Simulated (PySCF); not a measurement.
**The bond of BeGe−, level by level**

One job finds the state of BeGe−, follows it along the bond with each method and fits the curves.

Program: PySCF 2.14.0. Level of theory: Be aug-cc-pVDZ-DK, Ge aug-cc-pVDZ-DK, spin-free X2C with a Gaussian nucleus. These are calculated values, not measurements.

2 further runs of the same task are left out: 2 set aside as unsound or not needed.

## (1) Input

The job is set up so:

```
atoms                         : Be, Ge
charge                        : -1
basis                         : Be aug-cc-pVDZ-DK, Ge aug-cc-pVDZ-DK
Hamiltonian                   : spin-free X2C with a Gaussian nucleus
basis functions               : 59
electrons treated             : 37
masses in u                   : 9.0122, 73.9212
levels                        : PBE0, PBE, r²SCAN, B2PLYP, revPBE, B3LYP, CAM-B3LYP, HF, MP2, SCS-MP2
grid                          : 80 radial by 434 angular points
occupations                   : held fixed by the projection of orbital angular momentum
dissociation limit            : Be + Ge−, each in its ground configuration
starting distance in angstrom : 2.220
values of 2S to try           : 1, 3
```

Launch:

```
> OMP_NUM_THREADS=1 python dia.py task.json out
```

Further steps of the session: The PBE0 curve of the state that the search chose; Higher solutions at PBE0; PBE; r²SCAN; B2PLYP (double hybrid); revPBE; B3LYP (global hybrid GGA); CAM-B3LYP (range-separated hybrid); UHF.

Before running it: what results should come out? Wanted: for each run, Re; ωe; De; μ.

As calculated:

Lowest PBE0 solution found, without spin–orbit coupling: ⁴Σ⁻ (quartet), unpaired electrons σ ↑, π ↑↑. State 2 has its PBE0 minimum 0.30 eV higher, as a spin-mixed determinant (⟨S²⟩ = 1.76), so this is no gap between pure states. The other levels ran on the lowest alone.

| level | Re (Å) | ωe (cm⁻¹) | De (eV) | μ (D) |
| --- | --- | --- | --- | --- |
| UHF | 2.242 | 415 | 0.90 | 2.50 |
| UHF-MP2 | 2.237 | 478 | 1.31 | n/a |
| UHF-SCS-MP2 | 2.267 | 449 | 1.19 | n/a |
| PBE | 2.235 | 461 | 1.76 | 4.24 |
| revPBE | 2.252 | 448 | 1.62 | 4.32 |
| r²SCAN | 2.217 | 481 | 1.80 | 3.72 |
| B3LYP | 2.232 | 457 | 1.54 | 3.94 |
| PBE0 | 2.221 | 470 | 1.67 | 3.88 |
| CAM-B3LYP | 2.206 | 472 | 1.50 | 3.59 |
| B2PLYP | 2.233 | 467 | 1.47 | 3.46 |

De is counted to Be + Ge− in their ground configurations. A positive dipole points from Be to Ge; in an ion it is taken about the centre of mass and does not tell which atom is negative.

**Reading.** The methods spread over 0.060 Å in bond length, from CAM-B3LYP to UHF-SCS-MP2. Among the levels with a De in the table, it runs from 0.90 eV (UHF) to 1.80 eV (r²SCAN).

Correlated steps freeze 9 core orbitals. B2PLYP dipoles, levels and charges come from its SCF part alone. With some functionals the highest level of the anion is positive, from self-interaction error or because the anion is truly unbound there; the finite basis then holds the extra electron, and no neutral molecule was run to test the binding.
